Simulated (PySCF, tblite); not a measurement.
**C8H9OP: geometry, infrared bands and NMR shifts**

What infrared bands and NMR shifts should C8H9OP (`CC(=O)c1cpcc(C)c1`) show?

The runs use tblite 0.8.0 and PySCF 2.14.0, with density-fitted response routines of our own; the level of theory stands in each step. All values are computed, except where a source is named. Atoms are numbered from 0 throughout.

**1. The molecule as given**

19 atoms, charge 0, multiplicity 1; geometry from: force field or distance geometry start.

Bonds of the start (Å): C0–C1 1.52, C1–O2 1.23, C1–C3 1.50, C3–C4 1.40, C4–P5 1.84, P5–C6 1.83, C6–C7 1.40, C7–C8 1.51, C7–C9 1.40, C9–C3 1.42, C0–H10 1.09, C0–H11 1.09, C0–H12 1.09, C4–H13 1.09, C6–H14 1.09, C8–H15 1.10, C8–H16 1.09, C8–H17 1.09, C9–H18 1.10.

**2. Geometry optimisation with GFN2-xTB**

What the job is given:

```
{"job": {"kind": "relax", "xc": "GFN2-xTB", "basis": "xTB"}, "charge": 0, "multiplicity": 1}
C      3.289300     0.352100    -0.160500
C      1.902900     0.877900     0.176300
O      1.767900     2.019700     0.599500
C      0.716600    -0.020900     0.019500
C      0.897100    -1.368200    -0.313500
P     -0.482400    -2.567300    -0.556800
C     -1.899900    -1.479200    -0.156200
C     -1.782100    -0.122500     0.167700
C     -3.043300     0.640100     0.484400
C     -0.555900     0.551800     0.262500
H      3.301000    -0.009900    -1.192100
H      3.999600     1.170100    -0.077400
H      3.570400    -0.429000     0.551000
H      1.885900    -1.791700    -0.483600
H     -2.881300    -1.948200    -0.181300
H     -2.967000     1.684100     0.161400
H     -3.914200     0.213600    -0.023700
H     -3.230300     0.622600     1.562600
H     -0.584000     1.614100     0.540900
```

Launch:

```
$ OMP_NUM_THREADS=1 python probes_run.py task.json out
```

The driver reads the jobs from task.json and runs them one after another.

**Question.** This job is followed by: GFN2-xTB harmonic vibrations, gas phase; GIAO PBE0/pcSseg-1 NMR shielding, non-relativistic, gas phase. Predict these results of the whole session: strongest single infrared mode (GFN2-xTB); zero-point energy (GFN2-xTB); 13C shifts against TMS (PBE0/pcSseg-1); 1H shifts against TMS (PBE0/pcSseg-1, means over atoms taken as alike); 17O shifts against H2O (PBE0/pcSseg-1); 31P shifts against H3PO4 (PBE0/pcSseg-1).

**Answer**, as computed:

| quantity | value |
| --- | --- |
| strongest single infrared mode (GFN2-xTB) | 1727 cm⁻¹, 309 km/mol |
| zero-point energy (GFN2-xTB) | 91.1 kcal/mol |
| 13C shifts against TMS (PBE0/pcSseg-1) | 201.8, 169.4, 161.4, 149.9, 142.9, 137.2, 28.8, 28.0 ppm |
| 1H shifts against TMS (PBE0/pcSseg-1, means over atoms taken as alike) | 9.50, 9.20, 8.66, 2.77, 2.75 ppm |
| 17O shifts against H2O (PBE0/pcSseg-1) | 652.3 ppm |
| 31P shifts against H3PO4 (PBE0/pcSseg-1) | 230.4 ppm |

**Reading.** Over 35 steps the energy fell by 0.378 eV; of the close pairs, C4–P5 changed most, 1.844 to 1.731 Å. The lowest mode is slightly imaginary (12i cm⁻¹), a soft motion within the noise of the Hessian, so the minimum is not strictly shown. The strongest single mode, at 1727 cm⁻¹, moves mainly C1 and O2. GFN2-xTB is a fitted tight-binding method: band positions and strengths are rough. Its intensities can rank the bands wrongly. The most deshielded carbon is C1 (ketone carbonyl carbon), at 201.8 ppm: low-lying n→π* states of the double bond to the heteroatom give a large paramagnetic term (-260 ppm). At PBE0/pcSseg-1: The widest tensor belongs to O2: span 1266 ppm, with a paramagnetic part of -720 ppm. NICS(1)zz of -26 ppm above the planar ring from C3 marks a diatropic (aromatic) ring current.
